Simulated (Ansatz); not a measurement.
# TaN: the cost of one run

Program: Ansatz 0.2.0. Level of theory: DFT PBEsol+U (U_eff = 4 eV on Ta d), plane waves, PAW, no spin–orbit coupling unless a run says so. These are calculated values, not measurements.

### 1 The starting structure

The structure is hexagonal, space group P6/mmm (No. 191). The conventional cell has a = 5.185 Å, b = 5.185 Å, c = 2.908 Å, α = 90.00°, β = 90.00°, γ = 120.00°. Around Ta (site symmetry 6/mmm) lie 6 N at 2.59 Å and 2 Ta at 2.91 Å. Ta (site symmetry -6m2) has 6 N at 2.09 Å as nearest neighbours. N (site symmetry mmm) has 6 Ta at 2.09 to 2.59 Å as nearest neighbours.

Structure file:

```cif
data_structure
_symmetry_space_group_name_H-M 'P 1'
_symmetry_Int_Tables_number 1
_cell_length_a 5.1850
_cell_length_b 5.1850
_cell_length_c 2.9080
_cell_angle_alpha 90.000
_cell_angle_beta 90.000
_cell_angle_gamma 120.000
_cell_volume 67.71
loop_
_atom_site_label
_atom_site_type_symbol
_atom_site_fract_x
_atom_site_fract_y
_atom_site_fract_z
_atom_site_occupancy
Ta1 Ta 0.00000 0.00000 0.00000 1
Ta2 Ta 0.33333 0.66667 0.50000 1
Ta3 Ta 0.66667 0.33333 0.50000 1
N1 N 0.50000 0.00000 0.00000 1
N2 N 0.50000 0.50000 0.00000 1
N3 N 0.00000 0.50000 0.00000 1
```

### 2 Ferromagnetic start, free, symmetry kept, no search

Input file input.yaml:

```yaml
crystal:
  lattice:
    - [5.1850002, 0.0, 0.0]
    - [-2.5925001, 4.49034189, 0.0]
    - [0.0, 0.0, 2.90800053]
  atoms:
    - { symbol: Ta, position: [0.0, 0.0, 0.0], spin: 2.0 }
    - { symbol: Ta, position: [0.3333333333, 0.6666666667, 0.5], spin: 2.0 }
    - { symbol: Ta, position: [0.6666666667, 0.3333333333, 0.5], spin: 2.0 }
    - { symbol: "N", position: [0.5, 0.0, 0.0] }
    - { symbol: "N", position: [0.5, 0.5, 0.0] }
    - { symbol: "N", position: [0.0, 0.5, 0.0] }
basis:
  ecutwfc: 420
  ecutrho_ratio: 4
kpoints:
  mp_grid: { grid: [4, 4, 7] }
hamiltonian:
  xc: pbesol
  hubbard:
    sites:
      - { site: 0, l: d, u_eff: 4.0 }
      - { site: 1, l: d, u_eff: 4.0 }
      - { site: 2, l: d, u_eff: 4.0 }
scf:
  occupations: { method: gaussian, width: 0.05 }
  lower_state_search: "off"
  max_iter: 150
output:
  forces: true
  stress: true
  eigenvalues: true
  populations: true
  hubbard: { sites: [{ site: 0, l: d }, { site: 1, l: d }, { site: 2, l: d }] }
magnetization:
  spin_polarized: true
```

Launch:

```console
ansatz run input.yaml --threads 4 --pin off --max-ram 6144MiB --backend cpu --events-out ev --progress --plain --runs-dir out
```

Q: Estimate wall time and peak memory on 4 threads of Arm Neoverse V1, shared host.

About 3.7 s, with a peak of 0.42 GiB.
